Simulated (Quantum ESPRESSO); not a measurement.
Li2RuN2:

```xyz
5
Lattice="3.1642 0.0000 0.0000 -1.5821 2.7403 0.0000 0.0000 0.0000 5.2115" Properties=species:S:1:pos:R:3 pbc="T T T"
Ru    0.0000    0.0000    0.0000
N     0.0000    1.8269    1.1101
N     1.5821    0.9134    4.1014
Li    0.0000    1.8269    3.3344
Li    1.5821    0.9134    1.8771
```

The cell comes from a database or a generator and needn't be the stable form of this composition.

```yaml
Program: Quantum ESPRESSO 7.5
Task: single point
Functional: PBE
Potentials_or_basis: SSSP 1.3 efficiency PBE
Cutoff: 816 eV
Density_cutoff: 6531 eV
k_mesh: 10 × 10 × 5
Occupations: fermi-dirac, width 0.05 eV
Spin: no spin polarisation
```

On this cell: pressure -2.8 GPa; largest force 0.133 eV/Å; band gap on the k mesh none (metal or under the smearing width).

The same run follows on a disturbed copy (atoms moved at random, drawn with an rms of 0.05 Å):

```
CELL_PARAMETERS angstrom
3.16423 0.00000 0.00000
-1.58212 2.74031 0.00000
0.00000 0.00000 5.21145
ATOMIC_POSITIONS crystal
Ru 0.99816 0.99147 0.00154
N 0.32071 0.65812 0.21437
N 0.64709 0.30356 0.79187
Li 0.34231 0.67370 0.64077
Li 0.67432 0.34285 0.35366
```

What does the disturbed cell give?

The energy (extrapolated to zero smearing) moves by +8.6 meV/atom; pressure -1.4 GPa; largest force 0.731 eV/Å; band gap on the k mesh none (metal or under the smearing width).

Forces in eV/Å, atoms in the order of the input:
```
Ru  -0.312 -0.204 -0.117
N    0.340  0.179 -0.095
N    0.221  0.694  0.061
Li  -0.091 -0.415  0.001
Li  -0.158 -0.254  0.150
```

Stress tensor (GPa, compression positive):
```
-1.27  0.04 -0.18
 0.04 -2.17 -0.43
-0.18 -0.43 -0.68
```
